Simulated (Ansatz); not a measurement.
# IF5: a ladder of functionals and wavefunction methods

The task here is to estimate one member of a computed series from the others.

Method: functionals in def2-TZVPP, the program's frozen cores in correlated methods; program: Ansatz 0.2.0, Gaussian basis.

Levels to be run: LDA (SPW92), PBE-D4, revPBE-D4, BLYP-D4, r2SCAN-D4, B97M-V, PBE0-D4, B3LYP-D4, r2SCANh-D4, r2SCAN0-D4, HSE06-D4, BHLYP-D4, CAM-B3LYP-D4, LC-ωPBE, ωB97X-V, ωB97M-V, B2PLYP, PBE-QIDH; CCSD(T)/def2-SVP; CCSD(T)/def2-TZVPP; MP2/def2-QZVPP; extrapolation to the limit; RPA on PBE.

## The geometry

The geometry comes from an earlier relaxation with PBE0-D4 in a triple-zeta def2 set; it is a stationary point. I takes the def2 core potential; no spin-orbit term is included.

SMILES `FI(F)(F)(F)F`, 6 atoms, charge 0, spin multiplicity 1.

Atoms are counted from 1 here; the program's logs count them from 0.

Bond lengths: F1–I2 1.883 Å, I2–F3 1.883 Å, I2–F4 1.883 Å, I2–F5 1.883 Å, I2–F6 1.823 Å. Angles: F1–I2–F3 89.1°, F1–I2–F4 165.3°, F1–I2–F5 89.1°, F1–I2–F6 82.6°, F3–I2–F4 89.1°, F3–I2–F5 165.3°, F3–I2–F6 82.6°, F4–I2–F5 89.1°, F4–I2–F6 82.6°, F5–I2–F6 82.6°.

The first run:

in.yaml

```yaml
crystal:
  periodic: [false, false, false]
  atoms:
    - {symbol: F, position_ang: [-1.010476, 0.847412, -1.340571]}
    - {symbol: I, position_ang: [-0.011984, -0.358842, -0.295275]}
    - {symbol: F, position_ang: [-1.578856, -0.779748, 0.659936]}
    - {symbol: F, position_ang: [0.998940, -1.192320, 1.056755]}
    - {symbol: F, position_ang: [1.567319, 0.434834, -0.943748]}
    - {symbol: F, position_ang: [0.035066, 1.048654, 0.862913]}
basis:
  gaussian: {orbitals: def2-TZVPP}
hamiltonian: {xc: lda}
output: {orbitals: {seedname: orbitals}}
```

The run is started by

```
ansatz run in.yaml --threads 4 --pin off --events-out ev --progress --plain --max-ram 10444MiB
```

Steps of the session up to this table: LDA; PBE-D4 (GGA); revPBE-D4 (GGA); BLYP-D4 (GGA); r2SCAN-D4 (meta-GGA); B97M-V (meta-GGA); PBE0-D4 (hybrid); B3LYP-D4 (hybrid); r2SCANh-D4 (hybrid); r2SCAN0-D4 (hybrid); HSE06-D4 (hybrid); BHLYP-D4 (hybrid); CAM-B3LYP-D4 (range-separated); LC-ωPBE (range-separated); ωB97X-V (range-separated); ωB97M-V (range-separated); B2PLYP (double hybrid); PBE-QIDH (double hybrid).

One of the session's tables, all rows but one given; the rest of the session is left out.

It belongs to the step «Frontier levels by functional». 

```
  functional  HOMO (eV)  LUMO (eV)  gap (eV)
 LDA (SPW92)      -9.37      -3.83      5.54
      PBE-D4      -9.07      -3.43      5.64
   revPBE-D4      -8.96      -3.30      5.67
     BLYP-D4      -9.02      -3.40      5.61
   r2SCAN-D4      -9.47      -3.26      6.21
      B97M-V          ?          ?         ?
     PBE0-D4     -10.65      -2.52      8.13
    B3LYP-D4     -10.46      -2.87      7.60
  r2SCANh-D4     -10.05      -2.92      7.13
  r2SCAN0-D4     -10.93      -2.40      8.53
    HSE06-D4     -10.25      -2.90      7.35
    BHLYP-D4     -12.18      -1.55     10.64
CAM-B3LYP-D4     -12.08      -1.51     10.58
     LC-ωPBE     -13.22      -0.18     13.04
     ωB97X-V     -12.93      -0.24     12.68
     ωB97M-V     -12.87      -0.31     12.56
```

Estimate the missing values for B97M-V.

The run gave: HOMO (eV): -9.52; LUMO (eV): -3.12; gap (eV): 6.40. In the column «HOMO (eV)» it lies between r2SCANh-D4 (-10.05) and r2SCAN-D4 (-9.47).
